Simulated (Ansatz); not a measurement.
**BClHInO: one species, many methods**

How much do the methods differ for BClHInO? The plan is to run it at one geometry with functionals of several rungs and with coupled cluster. The yardstick is the atomisation energy at the CCSD(T) limit.

Method: functionals in def2-TZVPP, the program's frozen cores in correlated methods; program: Ansatz 0.2.0, Gaussian basis.

Levels to be run: LDA (SPW92), PBE-D4, revPBE-D4, BLYP-D4, r2SCAN-D4, B97M-V, PBE0-D4, B3LYP-D4, r2SCANh-D4, r2SCAN0-D4, HSE06-D4, BHLYP-D4, CAM-B3LYP-D4, LC-ωPBE, ωB97X-V, ωB97M-V, B2PLYP, PBE-QIDH; CCSD(T)/def2-SVP; CCSD(T)/def2-TZVPP; MP2/def2-QZVPP; extrapolation to the limit; RPA on PBE.

**1. Structure used throughout**

The geometry comes from an earlier relaxation with PBE0-D4 in a triple-zeta def2 set; it is a stationary point. In takes the def2 core potential; no spin-orbit term is included.

5 atoms, charge 0, spin multiplicity 1.

Atoms are counted from 1 here; the program's logs count them from 0.

Bond lengths: Cl1–B3 1.865 Å, In2–O4 2.147 Å, B3–O4 1.298 Å, B3–H5 1.195 Å. Angles: Cl1–B3–O4 117.9°, Cl1–B3–H5 113.2°, O4–B3–H5 128.9°, In2–O4–B3 115.2°.

**2. LDA**

This LDA is Slater exchange with PW92 correlation.

in.yaml

```yaml
crystal:
  periodic: [false, false, false]
  atoms:
    - {symbol: Cl, position_ang: [0.779252, -0.351380, 1.440792]}
    - {symbol: In, position_ang: [-1.793632, -1.457368, 0.121255]}
    - {symbol: B, position_ang: [0.434488, 0.435721, -0.214113]}
    - {symbol: O, position_ang: [-0.621170, 0.048709, -0.861737]}
    - {symbol: H, position_ang: [1.250962, 1.250617, -0.527697]}
basis:
  gaussian: {orbitals: def2-TZVPP}
hamiltonian: {xc: lda}
output: {orbitals: {seedname: orbitals}}
```

The run is started by

```
> ansatz run in.yaml --threads 2 --pin off --events-out ev --progress --plain --max-ram 4352MiB
```

The runs that follow: PBE-D4 (GGA); revPBE-D4 (GGA); BLYP-D4 (GGA); r2SCAN-D4 (meta-GGA); B97M-V (meta-GGA); B3LYP-D4 (hybrid); r2SCANh-D4 (hybrid); r2SCAN0-D4 (hybrid); HSE06-D4 (hybrid); BHLYP-D4 (hybrid); CAM-B3LYP-D4 (range-separated); LC-ωPBE (range-separated); ωB97X-V (range-separated); ωB97M-V (range-separated); B2PLYP (double hybrid); PBE-QIDH (double hybrid); CCSD(T) in def2-SVP; CCSD(T) in def2-TZVPP; MP2 in def2-QZVPP; RPA on PBE orbitals.

Q: Predict the results of all the runs planned. Wanted: atomisation energy, CCSD(T)/CBS; farthest beyond LDA; mean size of error, GGA; mean size of error, meta-GGA; mean size of error, hybrid; mean size of error, range-separated; mean size of error, double hybrid; gap, smallest and largest; T1 diagnostic.

**Answer**, as computed:

| quantity | value |
| --- | --- |
| atomisation energy, CCSD(T)/CBS | 1836.8 kJ/mol |
| functionals within 18.4 kJ/mol (1.0 %) | revPBE-D4, BLYP-D4, r2SCAN-D4, B97M-V, PBE0-D4, B3LYP-D4, r2SCANh-D4, HSE06-D4, CAM-B3LYP-D4, ωB97X-V, ωB97M-V, PBE-QIDH |
| farthest beyond LDA | BHLYP-D4 (-80.7 kJ/mol) |
| mean size of error, GGA | 19.8 kJ/mol |
| mean size of error, meta-GGA | 15.3 kJ/mol |
| mean size of error, hybrid | 24.4 kJ/mol |
| mean size of error, range-separated | 8.4 kJ/mol |
| mean size of error, double hybrid | 19.6 kJ/mol |
| gap, smallest and largest | 3.59 eV (BLYP-D4), 9.66 eV (LC-ωPBE) |
| T1 diagnostic | 0.0158 |
| triples share of the correlation energy | 3.8 % |

In words: The LDA atomisation energy is off by 280.9 kJ/mol (15 %): it overbinds. PBE-D4 is off by +47.3 kJ/mol. Double hybrids carry the basis error of their MP2 part in triple zeta, and no dispersion term here, so their miss is partly the set-up's. The rungs range-separated, meta-GGA miss on average by less than the doubt on the reference (18.4 kJ/mol), so they tie. The reference freezes the cores and leaves out spin-orbit coupling and excitations past (T), and its outer-core shells are covered unevenly, so misses under about 18.4 kJ/mol can't be ranked. All levels share the lack of spin-orbit coupling, which lowers the free heavy atoms and so the true binding. Hartree-Fock recovers 73 % of the binding; the rest is correlation. CCSD(T) in def2-SVP is off by -106.1 kJ/mol, worse than the median functional, from the basis alone. The gap grows from 3.6 to 9.7 eV across the functionals, mostly with the share of exact exchange. Correlated methods include outer-core shells of In, which these sets cover unevenly.
